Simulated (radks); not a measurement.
# Fractional charge and spin in the 5d shell of gold

The task here is to estimate one member of a computed series from the others.

The numbers are computed with radks (a radial shooting solver on a logarithmic mesh, Libxc functionals) version 1 (scalar-relativistic Kohn-Sham, PBE, spin-polarised, spherical densities, finite nucleus), except any that are marked as measured or tabulated.

## What is computed

* element: gold (Z = 79)
* configuration: [Xe] 4f14 5d(up 4, down 4)
* nuclear rms radius: 5.4371 fm

A shell typed twice in an input gives spin up, then spin down.

Set-up of the first run:

The run's settings:

```text
Z 79
configuration [Xe] 4f14 5d4 5d4
relativity scalar-relativistic
functional pbe,pbe
spin polarised
nucleus finite rms 5.4371 fm
c 137.035999084
```

Among the steps run: 5d: up 4, down 4.

One of the session's tables, all rows but one given; the rest of the session is left out.

It belongs to the step «5d: up 4, down 4». From the orbitals of this run (lengths in bohr):

```
level     <r>  outermost maximum (interpolated)  90 % within  nodes
   3d  0.1677                             0.138        0.260      0
   4s       ?                                 ?            ?      ?
   4p  0.4335                             0.403        0.629      2
   4d  0.4583                             0.410        0.684      1
   5s  0.9241                             0.847         1.32      4
   4f  0.4982                             0.376        0.800      0
   5p   1.062                             0.951         1.54      3
   5d   1.434                              1.18         2.17      2
```

**Question.** Estimate the row for 4s.

**Answer.** <r>: 0.4071; outermost maximum (interpolated): 0.383; 90 % within: 0.583; nodes: 3. In the column «<r>» it lies between 3d (0.1677) and 4p (0.4335).
